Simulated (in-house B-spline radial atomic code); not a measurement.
**Pm⁵²⁺: binding energies from hole states**

How much more does a second hole in Pm⁵²⁺ cost because of the first?

The numbers are computed with in-house B-spline radial atomic code version 1 (Dirac-Hartree-Fock, average of configuration, Fermi nucleus, basis-set limit), except any that are marked as measured or tabulated.

### Step 1. The system

| Quantity | Value |
| --- | --- |
| element | promethium (Z = 61) |
| charge | +52 |
| electrons | 9 |
| configuration | [He] 2s2 2p5 |
| Hamiltonian | Dirac-Coulomb |
| nucleus | Fermi, rms radius 4.962 fm |

Outer shells as boxes (Hund's rule):

[He] 2s2 2p5
```
[He] core
2s [↑↓]
2p [↑↓][↑↓][↑ ]
```

The boxes draw the filling by Hund's rule, which heavy ions in jj coupling don't follow; these runs average over all states of the configuration.

Input settings:

```ini
Z = 61
electrons = 9.0
configuration = [He] 2s2 2p5
hamiltonian = dirac
method = hf
spin_polarised = False
nucleus = fermi
rms_radius = 4.961999461404065
mass_number = 145
atomic_mass = 144.912755748
speed_of_light = 137.035999084
```

This reference run was done before. Its total energy is -6868.131566 hartree, and its levels are (the highest eight at most):

```csv
orbital,occupation,energy (eV),<r> (bohr)
1s1/2,2,-49661.0,0.02314
2s1/2,2,-11317.0,0.09600
2p1/2,1.66667,-10997.2,0.08023
2p3/2,3.33333,-10404.2,0.08627
```

Single holes known from earlier runs (ΔSCF): 1s 49642.0 eV, 2s 11315.0 eV, 2p 10599.1 eV.

### Step 2. The 1s and 2p holes

Input settings:

```ini
Z = 61
electrons = 7.0
configuration = 1s1 2s2 2p4
hamiltonian = dirac
method = hf
spin_polarised = False
nucleus = fermi
rms_radius = 4.961999461404065
mass_number = 145
atomic_mass = 144.912755748
speed_of_light = 137.035999084
```

### Step 3. The 1s and 2s holes

Settings: those of step 2 with these lines changed.

```diff
@@ -2,3 +2,3 @@
 electrons = 7.0
-configuration = 1s1 2s2 2p4
+configuration = 1s1 2s1 2p5
 hamiltonian = dirac
```

### Step 4. The 2s and 2s holes

Settings: those of step 3 with these lines changed.

```diff
@@ -2,3 +2,3 @@
 electrons = 7.0
-configuration = 1s1 2s1 2p5
+configuration = 1s2 2p5
 hamiltonian = dirac
```

### Step 5. The 1s and 1s holes

Settings: those of step 4 with these lines changed.

```diff
@@ -2,3 +2,3 @@
 electrons = 7.0
-configuration = 1s2 2p5
+configuration = 2s2 2p5
 hamiltonian = dirac
```

What does each hole state cost in eV, and how does that compare with the orbital energies or single holes?

The runs gave:

| two holes | ΔSCF (eV) | less the two single holes (eV) |
| --- | --- | --- |
| 1s and 2p | 60619.7 | 378.62 |
| 1s and 2s | 61274.4 | 317.47 |
| 2s and 2s | 22883.5 | 253.60 |
| 1s and 1s | 100364.4 | 1080.41 |

Two holes cost more than the sum of each, because the second electron leaves a more charged ion. The excess runs from 253.6 eV (2s and 2s) to 1080.4 eV (1s and 1s); it tends to be largest where both holes are compact. Two partly filled shells share a symmetry and can mix in the average, which may lower the energy, in these hole states: 1s and 2s. Values are for the free ion, measured from the vacuum level.
